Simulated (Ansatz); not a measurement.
# CaMg12: the cost of one run

Program: Ansatz 0.2.0. Level of theory: DFT PBE, plane waves, PAW, scalar-relativistic, no spin polarisation. These are calculated values, not measurements.

## (1) Starting point

The cell holds 13 atoms (CaMg12): a = 6.420 Å, b = 6.420 Å, c = 18.213 Å, α = 90.00°, β = 90.00°, γ = 60.00°.

Structure file:

```xyz
13
Lattice="6.4200 0.0000 0.0000 3.2100 5.5599 0.0000 0.0000 0.0000 18.2130" Properties=species:S:1:pos:R:3 pbc="T T T"
Mg    0.0000    0.0000    1.0000
Mg    3.2100    0.0000    1.0000
Mg    1.6050    2.7799    1.0000
Mg    4.8150    2.7799    1.0000
Mg    0.0000    1.8533    3.6065
Mg    3.2100    1.8533    3.6065
Mg    1.6050    4.6332    3.6065
Mg    4.8150    4.6332    3.6065
Mg    0.0000    0.0000    6.2130
Mg    3.2100    0.0000    6.2130
Mg    1.6050    2.7799    6.2130
Mg    4.8150    2.7799    6.2130
Ca    4.1910    4.2421    9.0530
```

## (2) Relaxing end A

File input.yaml:

```yaml
crystal:
  lattice:
    - [6.42, 0.0, 0.0]
    - [3.21, 5.559883, 0.0]
    - [0.0, 0.0, 18.21304]
  atoms:
    - { symbol: Mg, position: [0.0, 0.0, 0.0549057] }
    - { symbol: Mg, position: [0.5, 0.0, 0.0549057] }
    - { symbol: Mg, position: [0.0, 0.5, 0.0549057] }
    - { symbol: Mg, position: [0.5, 0.5, 0.0549057] }
    - { symbol: Mg, position: [-0.1666667, 0.3333333, 0.1980186] }
    - { symbol: Mg, position: [0.3333333, 0.3333333, 0.1980186] }
    - { symbol: Mg, position: [-0.1666667, 0.8333333, 0.1980186] }
    - { symbol: Mg, position: [0.3333333, 0.8333333, 0.1980186] }
    - { symbol: Mg, position: [0.0, 0.0, 0.3411314] }
    - { symbol: Mg, position: [0.5, 0.0, 0.3411314] }
    - { symbol: Mg, position: [0.0, 0.5, 0.3411314] }
    - { symbol: Mg, position: [0.5, 0.5, 0.3411314] }
    - { symbol: Ca, position: [0.2713023, 0.7629901, 0.4970636] }
basis:
  ecutwfc: 420.0
kpoints:
  mp_grid: { grid: [5, 5, 1] }
hamiltonian:
  xc: pbe
scf:
  occupations: { method: gaussian, width: 0.15 }
  lower_state_search: "off"
relax:
  f_tol: 0.03
  max_steps: 60
  adjacent_minimum: "off"
  constraints: [{ sites: [0, 1, 2, 3] }]
```

Launch:

```sh
$ ansatz run input.yaml --threads 4 --pin off --max-ram 10240MiB --backend cpu --events-out ev --progress --plain --runs-dir out
```

Q: Estimate wall time and peak memory on 4 threads of Intel Xeon Platinum 8259CL at 2.50GHz (Skylake/Cascade Lake), shared host.

About 98 s, with a peak of 1.5 GiB.
